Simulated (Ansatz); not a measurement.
# MnSn2: the cost of one run

Method: DFT PBEsol, scalar-relativistic, plane waves, PAW, in Ansatz 0.2.0.

1 further run of the same task is left out (set aside as unsound or not needed). Runs told in other sessions of the task aren't counted.

**1. Starting point**

It takes space group I4/mcm (No. 140, tetragonal). The conventional cell has a = 6.506 Å, b = 6.506 Å, c = 5.319 Å, α = 90.00°, β = 90.00°, γ = 90.00°. Mn (site symmetry 422) has 2 Mn at 2.66 Å and 8 Sn at 2.77 Å in its first shell of neighbours. Sn (site symmetry m2m) is surrounded by 4 Mn at 2.77 Å and 3 Sn at 3.03 to 3.09 Å.

Structure file:

```cif
data_structure
_symmetry_space_group_name_H-M 'P 1'
_symmetry_Int_Tables_number 1
_cell_length_a 5.3138
_cell_length_b 5.3138
_cell_length_c 5.3138
_cell_angle_alpha 104.505
_cell_angle_beta 104.505
_cell_angle_gamma 119.937
_cell_volume 112.57
loop_
_atom_site_label
_atom_site_type_symbol
_atom_site_fract_x
_atom_site_fract_y
_atom_site_fract_z
_atom_site_occupancy
Mn1 Mn 0.75000 0.75000 0.00000 1
Mn2 Mn 0.25000 0.25000 0.00000 1
Sn1 Sn 0.16448 0.66448 0.82896 1
Sn2 Sn 0.66448 0.83552 0.50000 1
Sn3 Sn 0.83552 0.33552 0.17104 1
Sn4 Sn 0.33552 0.16448 0.50000 1
```

It is the result of an earlier relaxation at this level (volume 18.76 Å³/atom; gap on the mesh: none (metal), site moments up to 2.2 μB).

**2. The undisturbed cell**

The input, input.yaml:

```yaml
crystal:
  lattice:
    - [-3.2530275008, 3.2530275008, 2.6594351704]
    - [3.2530275008, -3.2530275008, 2.6594351704]
    - [3.2530275008, 3.2530275008, -2.6594351704]
  atoms:
    - { symbol: Mn, position: [0.75, 0.75, 0.0], spin: 2.44 }
    - { symbol: Mn, position: [0.25, 0.25, 0.0], spin: 2.44 }
    - { symbol: Sn, position: [0.1644806254, 0.6644806254, 0.8289612508] }
    - { symbol: Sn, position: [0.6644806254, 0.8355193746, 0.5] }
    - { symbol: Sn, position: [0.8355193746, 0.3355193746, 0.1710387492] }
    - { symbol: Sn, position: [0.3355193746, 0.1644806254, 0.5] }
basis:
  ecutwfc: 420
kpoints:
  mp_grid: { grid: [12, 12, 12] }
hamiltonian:
  xc: pbesol
scf:
  occupations: { method: gaussian, width: 0.15 }
output:
  forces: true
  stress: true
  eigenvalues: true
  populations: true
  write_density: true
  write_potential: true
  elf: true
  volumetric_format: npy
magnetization:
  spin_polarized: true
```

Started as:

```bash
$ ansatz run input.yaml --threads 2 --pin off --max-ram 5120MiB --backend cpu --events-out ev --progress --plain --runs-dir out
```

What time and memory should one allow on 2 threads of AMD EPYC 9R45 (Zen 5), shared host?

About 34 s, with a peak of 1.5 GiB.
